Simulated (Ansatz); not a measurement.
## AlCl₂GeH₃, SMILES [Cl][Al]([Cl])[GeH3]: an atomisation energy

Run with the Ansatz DFT code, driven from Python.

The script, `alcl2geh3_tae.py`:
```python
# -*- coding: utf-8 -*-
from collections import Counter

import ansatz as az


def single_point(molecule, charge=0, unpaired=0):
    calc = (
        molecule.calculation()
        .basis(gaussian='cc-pVDZ')
        .functional('hf')
    )
    if charge:
        calc = calc.charge(charge)
    if unpaired:
        calc = calc.spin('collinear', total=unpaired)
    return calc.run(threads=1).report['free_energy_ev']


def main():
    system = (
        az.Crystal.molecule()
        .atom('Cl', [-0.4988, -2.7642, 1.3476])
        .atom('Al', [0.5808, -0.9382, 0.6844])
        .atom('Cl', [2.6905, -0.7291, 1.1918])
        .atom('Ge', [-0.4536, 0.8202, -0.6118])
        .atom('H', [-1.067, 0.1982, -1.9467])
        .atom('H', [-1.7046, 1.4066, 0.2151])
        .atom('H', [0.5139, 1.9383, -0.9262])
    )

    unpaired = {'Cl': 1, 'Al': 1, 'Ge': 2, 'H': 1}
    counts = Counter(site.symbol for site in system.cartesian_sites)
    atom_energy = {s: single_point(az.Crystal.molecule().atom(s, (0, 0, 0)), 0, unpaired[s]) for s in counts}
    whole = single_point(system, 0, 0)
    for s, e in atom_energy.items():
        print(f'{s:2s} x{counts[s]}  {e:14.5f} eV')
    print(f'AlCl2GeH3: {whole:.5f} eV')
    split = sum(counts[s] * e for s, e in atom_energy.items()) - whole
    print(f'atomisation energy (no zero-point term): {split:.3f} eV, {split / sum(counts.values()):.3f} eV an atom')


if __name__ == '__main__':
    main()
```

```console
$ python alcl2geh3_tae.py
Cl x2    -12502.84675 eV
Al x1     -6581.71349 eV
Ge x1    -56471.56286 eV
H  x3       -13.58606 eV
AlCl2GeH3: -88114.56949 eV
atomisation energy (no zero-point term): 14.841 eV, 2.120 eV an atom
```

14.841 eV from the electronic energies, without the zero-point term.

Total energies depend on the basis set; only differences at equal settings carry meaning. The geometry is a force-field or estimated start, not a minimum of this method, and the basis set is short of its limit. All parts are taken at fixed geometry, without zero-point energy. Hartree-Fock leaves correlation out, so bond, atomisation and ionisation energies come out well too low. For Al to Cl the sets with a tight d function, cc-pV(X+d)Z, are usual. Wall time of the script: 2.8 s on 1 thread of AMD EPYC 7B13 (Zen 3), with other jobs on the host, peak memory 0.28 GiB.
